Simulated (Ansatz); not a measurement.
# CdH: a single point from an input written key by key

With Ansatz's Python interface.

Run as a notebook:

In [1]:
```python
import ansatz as az
```

In [2]:
```python
deck = {
    'crystal': {
        'periodic': [False, False, False],
        'atoms': [
            {'symbol': 'Cd', 'position_ang': [0.0, 0.0, 0.0]},
            {'symbol': 'H', 'position_ang': [0.0, 0.0, 1.72]},
        ],
    },
    'magnetization': {'spin_polarized': True, 'initial_magnetization': 1},
    'basis': {'gaussian': {'orbitals': 'def2-TZVP'}},
    'hamiltonian': {'xc': 'pbe'},
}
session = az.Session.from_dict(deck)
report = session.plan(threads=1).execute().report

print('reference energy %16.6f eV' % report['reference_energy_ev'])
print('total energy     %16.6f eV' % report['free_energy_ev'])
print('occupied orbitals outside the frozen core (up, down):', report['n_occupied'], ' frozen:', report['n_frozen'], ' virtual:', report['n_virtual'])
symbols = ['Cd', 'H']
```
```text
reference energy     -4580.068588 eV
total energy         -4580.068588 eV
occupied orbitals outside the frozen core (up, down): [11, 10]  frozen: 0  virtual: [35, 36]
```

Caveats:
- Total energies depend on the basis set; only differences at equal settings carry meaning.
- The geometry is a force-field or estimated start, not a minimum of this method, and the basis set is short of its limit.
- def2 sets replace the cores of elements past krypton by effective core potentials.
- The species is open-shell (spin multiplicity 2).
- Timing: 0.8 s on 1 thread of Arm Neoverse V2 (shared host), peak memory 0.14 GiB.

(Lines on the test bed's own set-up are left out of the output.)
